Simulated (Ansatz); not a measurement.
# NiO: the cost of one run

Computed with Ansatz 0.2.0 (DFT PBE, PAW, plane waves, scalar-relativistic, unless a step's input says otherwise).

The COD entry's cell or inner coordinates are ideal or old and differ from later refinements, so a difference from it is no clean test against experiment.

## 1. The structure to begin with

The structure is cubic, space group Fm-3m (No. 225). Conventional cell: a = 4.168 Å, b = 4.168 Å, c = 4.168 Å, α = 90.00°, β = 90.00°, γ = 90.00°. Around Ni (site symmetry m-3m) lie 6 O at 2.08 Å. O (site symmetry m-3m) is surrounded by 6 Ni at 2.08 Å.

Structure file:

```
Ni O
1.0
     0.00000    2.08420    2.08420
     4.16840    0.00000    4.16840
     2.08420    2.08420    0.00000
Ni O
2 2
Direct
  0.00000 0.00000 0.00000
  0.00000 0.50000 0.00000
  0.50000 0.25000 0.50000
  0.50000 0.75000 0.50000
```

In tables a label like O4 counts atoms in the order of input.yaml; a structure file may count by element.

Known so far: 9 plain starts ended in 3 states. The lowest came from “opposed moments +-, plain SCF [Ni1 2.00, Ni2 -2.00 μB]”: antiferromagnetic, site moments Ni1 1.36, Ni2 -1.36 μB, total 0.00 μB per cell, a gap of 0.97 eV on the k-mesh, free energy -12811.8733 eV.

Runs to come: parallel moments, default search for lower states; opposed moments +-, default search for lower states; the moments typed in its input, symmetry off, plain SCF; the moments typed in its input, standard search for lower states.

A plain SCF has the search for lower states switched off and ends at the first converged state. The default search runs further SCF cycles only where the state itself hints at a lower one. The standard and full searches may also try other magnetic orders and fillings, and need not reach the lowest state. With a search on, the program may also reshape the start on open shells. 

The total moment includes the space between the atomic spheres.

## 2. Parallel moments, default search for lower states

input.yaml

```yaml
crystal:
  lattice:
    - [0.0, 2.0842, 2.0842]
    - [4.1684, 0.0, 4.1684]
    - [2.0842, 2.0842, 0.0]
  atoms:
    - { symbol: Ni, position: [0.0, 0.0, 0.0], spin: 2.0 }
    - { symbol: Ni, position: [0.0, 0.5, 0.0], spin: 2.0 }
    - { symbol: O, position: [0.5, 0.25, 0.5] }
    - { symbol: O, position: [0.5, 0.75, 0.5] }
magnetization:
  spin_polarized: true
hamiltonian:
  xc: pbe
  pseudopotentials: { kind: paw }
basis:
  ecutwfc: 420
kpoints:
  mp_grid: { grid: [8, 4, 8] }
scf:
  occupations: { method: fermi_dirac, width: 0.05 }
output:
  forces: true
  stress: true
```

Q: Estimate wall time and peak memory on 2 threads of an x86-64 CPU, shared host.

About 5.1 s, with a peak of 0.41 GiB.
